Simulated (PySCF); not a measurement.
# CH11PSi3: the cost of one run

Computed with PySCF 2.14.0 and routines of our own; the level stands in each step. Atoms count from 0.

### Step 1. The starting structure

16 atoms, charge 0, multiplicity 1; geometry from: GFN2-xTB.

### Step 2. Geometry optimisation at PBE0-D3(BJ)/def2-SVP

What the job is given:

```
{"job": {"xc": "PBE0", "basis": "def2-SVP", "d3": "d3bj", "grid": 1, "kind": "geom"}, "charge": 0, "multiplicity": 1}
Si     2.173886    -1.218007    -0.080312
Si     1.294790     0.839840    -0.659641
C     -0.552848     0.703431    -1.143446
Si    -1.801313     0.781513     0.286078
P     -1.223938    -0.687597     1.879146
H      1.876648    -2.241562    -1.091779
H      1.669554    -1.734184     1.192853
H      3.635309    -1.172325     0.020745
H      1.972146     1.418576    -1.834369
H      1.405756     1.866256     0.386788
H     -0.701019    -0.223920    -1.699210
H     -0.801666     1.507566    -1.834936
H     -1.776603     2.098232     0.933884
H     -3.164562     0.547200    -0.219132
H     -2.456381    -0.659380     2.502365
H     -1.557358    -1.816696     1.152005
```

The run is started by

```bash
> OMP_NUM_THREADS=1 python excited_run.py task.json out
```

One launch serves the whole session: the jobs run in the order shown.

Q: Estimate the wall time and peak memory of this first job on 1 thread of Arm Neoverse V2, shared host.

About 30 s, with a peak of 0.58 GiB.
